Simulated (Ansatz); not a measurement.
**Ga3As2P: one candidate of a structure search**

Aim: relax a trial structure of Ga3As2P and see where it ends.

Program: Ansatz 0.2.0. Level of theory: DFT PBE, scalar-relativistic, plane waves, PAW. These are calculated values, not measurements.

**1. The structure to begin with**

The structure is hexagonal, space group P6_3mc (No. 186). The conventional cell has a = 3.992 Å, b = 3.992 Å, c = 19.752 Å, α = 90.00°, β = 90.00°, γ = 120.00°. Around Ga (site symmetry 3m) lie 4 As at 2.46 to 2.49 Å. Ga (site symmetry 3m) is surrounded by 3 P at 2.43 Å and 1 As at 2.49 Å. Ga (site symmetry 3m) is surrounded by 1 P at 2.40 Å and 3 As at 2.46 Å. P (site symmetry 3m) has 4 Ga at 2.40 to 2.43 Å in its first shell of neighbours. Around As (site symmetry 3m) lie 4 Ga at 2.46 to 2.49 Å.

As a file:

```
Ga P As
1.0
     3.99198    0.00000    0.00000
    -1.99599    3.45716    0.00000
     0.00000    0.00000   19.75186
Ga P As
6 2 4
Direct
  0.66667 0.33333 0.16671
  0.66667 0.33333 0.49672
  0.66667 0.33333 0.83668
  0.33333 0.66667 0.99672
  0.33333 0.66667 0.33668
  0.33333 0.66667 0.66671
  0.66667 0.33333 0.95812
  0.33333 0.66667 0.45812
  0.66667 0.33333 0.29273
  0.66667 0.33333 0.62304
  0.33333 0.66667 0.12304
  0.33333 0.66667 0.79273
```

The start is the relaxed end of an invented cell (made as: elements ordered on the sites of the GaP type, As/P on P (P6_3mc, No. 186)), taken up again for a closer look.

**2. Probe: one point on a coarse mesh**

The input, input.yaml:

```yaml
crystal:
  lattice:
    - [3.9919829, 0.0, 0.0]
    - [-1.9959915, 3.4571586, 0.0]
    - [0.0, 0.0, 19.7518597]
  atoms:
    - { symbol: Ga, position: [0.6666667, 0.3333333, 0.166714] }
    - { symbol: Ga, position: [0.6666667, 0.3333333, 0.496723] }
    - { symbol: Ga, position: [0.6666667, 0.3333333, 0.836678] }
    - { symbol: Ga, position: [0.3333333, 0.6666667, 0.996723] }
    - { symbol: Ga, position: [0.3333333, 0.6666667, 0.336678] }
    - { symbol: Ga, position: [0.3333333, 0.6666667, 0.666714] }
    - { symbol: P, position: [0.6666667, 0.3333333, 0.958119] }
    - { symbol: P, position: [0.3333333, 0.6666667, 0.458119] }
    - { symbol: As, position: [0.6666667, 0.3333333, 0.292728] }
    - { symbol: As, position: [0.6666667, 0.3333333, 0.623038] }
    - { symbol: As, position: [0.3333333, 0.6666667, 0.123038] }
    - { symbol: As, position: [0.3333333, 0.6666667, 0.792728] }
basis:
  ecutwfc: 420
kpoints:
  mp_grid: { grid: [6, 6, 1] }
hamiltonian:
  xc: pbe
scf:
  occupations: { method: gaussian, width: 0.1 }
  lower_state_search: "off"
output:
  forces: true
  stress: true
  eigenvalues: true
```

The run is started by

```
$ ansatz run input.yaml --threads 4 --pin off --max-ram 8192MiB --backend cpu --events-out ev --progress --plain --runs-dir out
```

Further runs follow: final relaxation.

**Question.** What will these runs give? Wanted: conventional cell; volume; energy over the elements, black P; gap on the mesh.

**Answer**, as computed:

| quantity | value |
| --- | --- |
| symmetry at the end (tolerance 0.02 Å) | space group P6_3mc (No. 186) |
| conventional cell | a = 3.992 Å, b = 3.992 Å, c = 19.752 Å, α = 90.00°, β = 90.00°, γ = 120.00° |
| volume | 22.72 Å³/atom |
| energy over the elements, black P | -0.36 eV/atom |
| gap on the mesh | 0.53 eV |

What this shows: The space group P6_3mc (No. 186) is kept, at nearly the size of the first guess. It lies below the elements, which doesn't yet make it stable: competing phases were not computed in this session. No finished test with a distortion of lower symmetry is shown, so the end may be a saddle point.
